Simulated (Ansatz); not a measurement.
# C2H8SSi2: basis-set convergence

One table from this session's results is given with a row withheld; the runs are named, their logs left out.

The runs use Ansatz 0.2.0, Gaussian basis; one geometry, several basis sets.

Plan: PBE0-D4/def2-SVP; ωB97M-V/def2-SVP; PBE0-D4/def2-QZVPP; ωB97M-V/def2-QZVPP; the functionals' def2-TZVPP values are taken from earlier runs.

## The relaxed structure

An earlier PBE0-D4 in a triple-zeta def2 set relaxation fixed the geometry.

SMILES `SC1[SiH2]C[SiH2]1`, 13 atoms, charge 0, spin multiplicity 1.

Atoms are counted from 1 here; the program's logs count them from 0.

Bond lengths: S1–C2 1.794 Å, S1–H6 1.345 Å, C2–Si3 1.904 Å, C2–Si5 1.900 Å, C2–H7 1.096 Å, Si3–C4 1.890 Å, Si3–H8 1.488 Å, Si3–H9 1.486 Å, C4–Si5 1.891 Å, C4–H10 1.093 Å, C4–H11 1.089 Å, Si5–H12 1.485 Å, Si5–H13 1.489 Å. Angles: C2–S1–H6 98.7°, S1–C2–Si3 117.2°, S1–C2–Si5 122.2°, S1–C2–H7 110.9°, Si3–C2–Si5 86.3°, Si3–C2–H7 107.5°, Si5–C2–H7 110.0°, C2–Si3–C4 90.9°, C2–Si3–H8 115.2°, C2–Si3–H9 111.0°, C4–Si3–H8 116.8°, C4–Si3–H9 112.3°, H8–Si3–H9 109.5°, Si3–C4–Si5 86.9°, Si3–C4–H10 111.9°, Si3–C4–H11 117.7°, Si5–C4–H10 112.1°, Si5–C4–H11 117.9° and more.

The first run:

Contents of in.yaml:

```yaml
crystal:
  periodic: [false, false, false]
  atoms:
    - {symbol: S, position_ang: [-1.836750, 1.349613, 1.335887]}
    - {symbol: C, position_ang: [-0.920655, 0.562782, 0.008556]}
    - {symbol: Si, position_ang: [-0.537000, -1.293070, 0.195153]}
    - {symbol: C, position_ang: [1.181754, -1.043936, -0.550847]}
    - {symbol: Si, position_ang: [0.951502, 0.801299, -0.207916]}
    - {symbol: H, position_ang: [-1.603207, 2.633349, 1.010926]}
    - {symbol: H, position_ang: [-1.430445, 0.698773, -0.952405]}
    - {symbol: H, position_ang: [-1.458469, -2.206457, -0.532401]}
    - {symbol: H, position_ang: [-0.478637, -1.683501, 1.627640]}
    - {symbol: H, position_ang: [1.198249, -1.263823, -1.621176]}
    - {symbol: H, position_ang: [2.019057, -1.550368, -0.073359]}
    - {symbol: H, position_ang: [1.583789, 1.221884, 1.068589]}
    - {symbol: H, position_ang: [1.351211, 1.738755, -1.294047]}
basis:
  gaussian: {orbitals: def2-SVP}
hamiltonian: {xc: pbe0, dispersion: d4}
output: {orbitals: {seedname: orbitals}}
```

Steps of the session up to this table: PBE0-D4 in def2-SVP; ωB97M-V in def2-SVP; PBE0-D4 in def2-QZVPP; ωB97M-V in def2-QZVPP.

One of the session's tables, all rows but one given; the rest of the session is left out.

It belongs to the step «Functionals by basis». 

| functional | basis | HOMO (eV) | LUMO (eV) |
| --- | --- | --- | --- |
| PBE0-D4 | def2-SVP | -6.41 | 0.04 |
| PBE0-D4 | def2-TZVPP | -6.57 | -0.41 |
| PBE0-D4 | def2-QZVPP | -6.61 | -0.52 |
| ωB97M-V | def2-SVP | ? | ? |
| ωB97M-V | def2-TZVPP | -8.78 | 1.20 |
| ωB97M-V | def2-QZVPP | -8.82 | 0.93 |

Estimate the missing values for ωB97M-V, def2-SVP.

As computed: HOMO (eV): -8.60; LUMO (eV): 1.87. In the column «HOMO (eV)» it lies between ωB97M-V, def2-TZVPP (-8.78) and PBE0-D4, def2-QZVPP (-6.61).
